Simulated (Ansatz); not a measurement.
# C2HF3Sn: small, medium and large basis sets

The task here is to estimate one member of a computed series from the others.

Program: Ansatz 0.2.0, Gaussian basis. Level of theory: one geometry, several basis sets. These are calculated values, not measurements.

The runs, in order: PBE0-D4/def2-SVP; ωB97M-V/def2-SVP; PBE0-D4/def2-QZVPP; ωB97M-V/def2-QZVPP; the functionals' def2-TZVPP values are taken from earlier runs.

### The relaxed structure

An earlier PBE0-D4 in a triple-zeta def2 set relaxation fixed the geometry. Sn takes the def2 core potential; no spin-orbit term is included.

SMILES `C#[C][Sn]([F])([F])[F]`, 7 atoms, charge 0, spin multiplicity 1.

Atoms are counted from 1 here; the program's logs count them from 0.

Bond lengths: C1–C2 1.203 Å, C1–H7 1.067 Å, C2–Sn3 2.031 Å, Sn3–F4 1.886 Å, Sn3–F5 1.886 Å, Sn3–F6 1.886 Å. Angles: C2–C1–H7 180.0°, C1–C2–Sn3 180.0°, C2–Sn3–F4 113.1°, C2–Sn3–F5 113.0°, C2–Sn3–F6 113.1°, F4–Sn3–F5 105.6°, F4–Sn3–F6 105.6°, F5–Sn3–F6 105.6°.

The first run:

in.yaml

```yaml
crystal:
  periodic: [false, false, false]
  atoms:
    - {symbol: C, position_ang: [1.299944, -1.627726, 0.690938]}
    - {symbol: C, position_ang: [0.588504, -0.736928, 0.307369]}
    - {symbol: Sn, position_ang: [-0.612269, 0.767646, -0.341593]}
    - {symbol: F, position_ang: [-2.226235, 0.153460, -1.100179]}
    - {symbol: F, position_ang: [0.197286, 1.837776, -1.666995]}
    - {symbol: F, position_ang: [-1.116794, 1.956084, 1.033407]}
    - {symbol: H, position_ang: [1.930964, -2.418312, 1.031352]}
basis:
  gaussian: {orbitals: def2-SVP}
hamiltonian: {xc: pbe0, dispersion: d4}
output: {orbitals: {seedname: orbitals}}
```

Run with:

```sh
> ansatz run in.yaml --threads 4 --pin off --events-out ev --progress --plain --max-ram 10444MiB
```

Steps of the session up to this table: PBE0-D4 in def2-SVP; ωB97M-V in def2-SVP; PBE0-D4 in def2-QZVPP; ωB97M-V in def2-QZVPP.

One table of the session follows, with a row left open; its other results are not shown here.

| functional | basis | HOMO (eV) | LUMO (eV) |
| --- | --- | --- | --- |
| PBE0-D4 | def2-SVP | -9.65 | -1.91 |
| PBE0-D4 | def2-TZVPP | -9.69 | -2.15 |
| PBE0-D4 | def2-QZVPP | ? | ? |
| ωB97M-V | def2-SVP | -11.92 | 0.32 |
| ωB97M-V | def2-TZVPP | -11.98 | 0.02 |
| ωB97M-V | def2-QZVPP | -11.99 | -0.13 |

Estimate the missing values for PBE0-D4, def2-QZVPP.

The run gave: HOMO (eV): -9.69; LUMO (eV): -2.19.
